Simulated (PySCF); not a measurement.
# C3H8BOP: the cost of one run

The runs use PySCF 2.14.0, with density-fitted response routines of our own; the level of theory stands in each step. All values are computed, except where a source is named. Atoms count from 0, in the outputs and in this text.

## 1. The starting structure

14 atoms, charge 0, multiplicity 1; geometry from: GFN2-xTB. The atoms were then displaced at random by about 0.01 Å, so the start is not that level's minimum.

Bonds of the start (Å): O0–B1 1.36, B1–P2 1.94, B1–C3 1.52, C3–C4 1.54, C4–C5 1.50, C5–C3 1.53, O0–H6 0.94, P2–H7 1.37, P2–H8 1.42, C3–H9 1.11, C4–H10 1.06, C4–H11 1.07, C5–H12 1.10, C5–H13 1.07.

## 2. Geometry optimisation at PBE0-D3(BJ)/def2-SVP

What the job is given:

```
{"job": {"xc": "PBE0", "basis": "def2-SVP", "d3": "d3bj", "grid": 1, "shake": 0.01, "kind": "geom"}, "charge": 0, "multiplicity": 1}
O      1.446990    -1.332600     1.434040
B      0.856830    -0.604720     0.444230
P      1.856320    -0.104390    -1.136350
C     -0.633730    -0.305860     0.561180
C     -1.523000    -0.203950    -0.691470
C     -1.275270     1.017890     0.138900
H      2.364000    -1.539900     1.361950
H      1.341990     1.152290    -1.329850
H      2.966650     0.409360    -0.422160
H     -1.157470    -0.770610     1.427670
H     -1.024250    -0.280960    -1.625400
H     -2.494890    -0.646580    -0.658750
H     -2.105220     1.419600     0.730980
H     -0.626110     1.775340    -0.242720
```

Command:

```console
$ OMP_NUM_THREADS=1 python probes_run.py task.json out
```

The driver reads the jobs from task.json and runs them one after another.

**Question.** How long does this first job take on 1 thread of Arm Neoverse N1, shared host, and how much memory does it need?

About 1.9 min, with a peak of 0.51 GiB.
